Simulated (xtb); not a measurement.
# CsF (SMILES [F][Cs]) at GFN2-xTB (hydrogen mass 1 u, md dump 20 fs, md temperature 200 K, md time 0.2 ps)

Aim: molecular dynamics of CsF. 

The calculation is run with xtb 6.7.1 later snapshot.

2 further runs of the same task are left out: 1 that didn't finish, 1 set aside as unsound or not needed.

### 1 The structure to begin with

CsF: 2 atoms, total charge 0, spin state singlet. SMILES: `[F][Cs]`. Geometry: optimised at GFN2-xTB. The run starts from this shape.

Bond lengths: F1–Cs2 2.307 Å.

### 2 Molecular dynamics at GFN2-xTB (hydrogen mass 1 u, md dump 20 fs, md temperature 200 K, md time 0.2 ps)

The input, .CHRG:

```
0
```

The input, .UHF:

```
0
```

The input, detailed.inp:

```
$md
   temp=200
   time=0.2
   step=1
   dump=20
   hmass=1
   shake=0
   nvt=false
$end
```

The input, input.xyz:

```xyz
2
CsF
F      0.00000000     0.00000000     0.01903500
Cs     0.00000000     0.00000000     2.32631600
```

Command:

```console
$ xtb input.xyz --md --gfn2 --input detailed.inp --parallel 1 | tee input.out
```

What values should one expect? Wanted: potential energy of the last frame.

Computed results:

At GFN2-xTB (hydrogen mass 1 u, md dump 20 fs, md temperature 200 K, md time 0.2 ps):

```
                          quantity        value
potential energy of the last frame  -4.96318 Eh
```
